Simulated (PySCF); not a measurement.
**[Y(SH)4]−: a change of charge**

Aim: at the relaxed geometry of [Y(SH)4]−, try a change of charge. It is a constructed species; whether it can be made isn't addressed.

Method: PBE0, Y def2-SVP with ECP28, S def2-SVP, H def2-SVP; scalar-relativistic core potentials, no spin–orbit coupling; program: PySCF 2.14.0.

1 further run of the same task is left out (for a known fault of the program).

### 1 Starting geometry

9 atoms, charge -1, spin multiplicity 1.

Bond lengths: Y1–S2 2.620 Å, Y1–S4 2.620 Å, Y1–S6 2.620 Å, Y1–S8 2.620 Å, S2–H3 1.355 Å, S4–H5 1.355 Å, S6–H7 1.355 Å, S8–H9 1.355 Å. Angles: S2–Y1–S4 112.8°, S2–Y1–S6 107.8°, S2–Y1–S8 107.8°, S4–Y1–S6 107.8°, S4–Y1–S8 107.8°, S6–Y1–S8 112.8°, Y1–S2–H3 87.0°, Y1–S4–H5 87.0°, Y1–S6–H7 87.0°, Y1–S8–H9 87.0°.

Coordinates:

```xyz
9
charge -1, multiplicity 1
Y     0.00000    0.00000    0.00010
S     1.62168    1.46093    1.44996
H     2.63779    0.90476    0.74669
S    -1.62168   -1.46093    1.44996
H    -2.63779   -0.90476    0.74669
S     1.46095   -1.62180   -1.44965
H     0.90412   -2.63753   -0.74705
S    -1.46095    1.62180   -1.44965
H    -0.90412    2.63753   -0.74705
```

Formal oxidation states: Y +3. An earlier session relaxed this geometry at PBE0, Y def2-SVP with ECP28, S def2-SVP, H def2-SVP (singlet, point group S4).

Its energy there is -1632.736312 Eh.

### 2 One electron removed, multiplicity 2

run.py (the lines that set the calculation) reads:

```python
mol = gto.M(atom='''
Y      0.00000     0.00000     0.00010
S      1.62168     1.46093     1.44996
H      2.63779     0.90476     0.74669
S     -1.62168    -1.46093     1.44996
H     -2.63779    -0.90476     0.74669
S      1.46095    -1.62180    -1.44965
H      0.90412    -2.63753    -0.74705
S     -1.46095     1.62180    -1.44965
H     -0.90412     2.63753    -0.74705''',
    basis={'Y': 'def2-SVP', 'S': 'def2-SVP', 'H': 'def2-SVP'},
    ecp={'Y': 'def2-SVP'},
    charge=0, spin=1)
mf = dft.UKS(mol, xc='PBE0')
mf.grids.atom_grid = (50, 194)
mf = mf.density_fit()  # fitting sets: Y def2-universal-JKFIT, S def2-universal-JKFIT, H def2-universal-JKFIT
mf.conv_tol = 1e-08; mf.max_cycle = 55
mf.kernel(dm0)  # dm0: the density of the relaxed state
```

Run with:

```bash
OMP_NUM_THREADS=2 python run.py
```

What it wrote:

```text
init E= -1632.74288816302
cycle= 1 E= -1632.542395988  delta_E=  0.2  |g|= 0.148  |ddm|= 0.691
  HOMO = -0.271593539084  LUMO = -0.250602265426  gap/eV = 0.57120
cycle= 2 E= -1632.48570702258  delta_E= 0.0567  |g|= 0.304  |ddm|= 0.854
  HOMO = -0.275454559553  LUMO = -0.248610278713  gap/eV = 0.73047
cycle= 3 E= -1632.55529778622  delta_E= -0.0696  |g|= 0.0918  |ddm|= 0.738
  HOMO = -0.263900603308  LUMO = -0.238704513986  gap/eV = 0.68562
cycle= 4 E= -1632.5621236968  delta_E= -0.00683  |g|= 0.0299  |ddm|= 0.256
  HOMO = -0.266212364282  LUMO = -0.2339091799  gap/eV = 0.87901
cycle= 5 E= -1632.56275062647  delta_E= -0.000627  |g|= 0.0134  |ddm|= 0.0303
  HOMO = -0.266212834492  LUMO = -0.233458400198  gap/eV = 0.89129
cycle= 6 E= -1632.56283459489  delta_E= -8.4e-05  |g|= 0.0101  |ddm|= 0.0154
  HOMO = -0.265995093213  LUMO = -0.233318056154  gap/eV = 0.88919
cycle= 7 E= -1632.56289632351  delta_E= -6.17e-05  |g|= 0.0065  |ddm|= 0.0142
  HOMO = -0.265928418077  LUMO = -0.23331722873  gap/eV = 0.88740
cycle= 8 E= -1632.56292289693  delta_E= -2.66e-05  |g|= 0.00389  |ddm|= 0.00851
  HOMO = -0.265911980645  LUMO = -0.233281546904  gap/eV = 0.88792
cycle= 9 E= -1632.5629372264  delta_E= -1.43e-05  |g|= 0.001  |ddm|= 0.0098
  HOMO = -0.265940125408  LUMO = -0.233263711056  gap/eV = 0.88917
cycle= 10 E= -1632.56293831526  delta_E= -1.09e-06  |g|= 0.000218  |ddm|= 0.00316
  HOMO = -0.26594730234  LUMO = -0.233261090436  gap/eV = 0.88944
cycle= 11 E= -1632.56293836521  delta_E= -4.99e-08  |g|= 0.000119  |ddm|= 0.000681
  HOMO = -0.265946029035  LUMO = -0.233262804075  gap/eV = 0.88936
cycle= 12 E= -1632.5629383844  delta_E= -1.92e-08  |g|= 1.76e-05  |ddm|= 0.000397
  HOMO = -0.265945913  LUMO = -0.233262257252  gap/eV = 0.88937
cycle= 13 E= -1632.56293838701  delta_E= -2.61e-09  |g|= 1.47e-05  |ddm|= 0.000201
  HOMO = -0.265945972029  LUMO = -0.233262472754  gap/eV = 0.88936
Extra cycle  E= -1632.56293838637  delta_E= 6.39e-10  |g|= 3.81e-05  |ddm|= 0.000114
converged SCF energy = -1632.56293838637  <S^2> = 0.75853393  2S+1 = 2.0085158
```

It took 10 s on 2 threads of AMD EPYC 7R43 (Zen 3), shared host.

Read off: E = -1632.562938 Eh (+4.718 eV from the relaxed state), HOMO -7.24 eV, LUMO -6.35 eV (over both spins), ⟨S²⟩ = 0.759, Mulliken charge on Y1 +0.61 e. 

### 3 The states side by side

| state | energy from the relaxed state (eV) | ⟨S²⟩ | time |
| --- | --- | --- | --- |
| charge -1, singlet, vacuum (relaxed) | 0 | 0.00 |  |
| charge 0, doublet, vacuum | 4.72 | 0.76 | 10 s |

An electron taken off or put on is at rest in vacuum. 

Removing an electron vertically costs 4.72 eV (doublet), against −HOMO = 3.09 eV. The bases are small and lack diffuse functions. Spin–orbit coupling is left out.
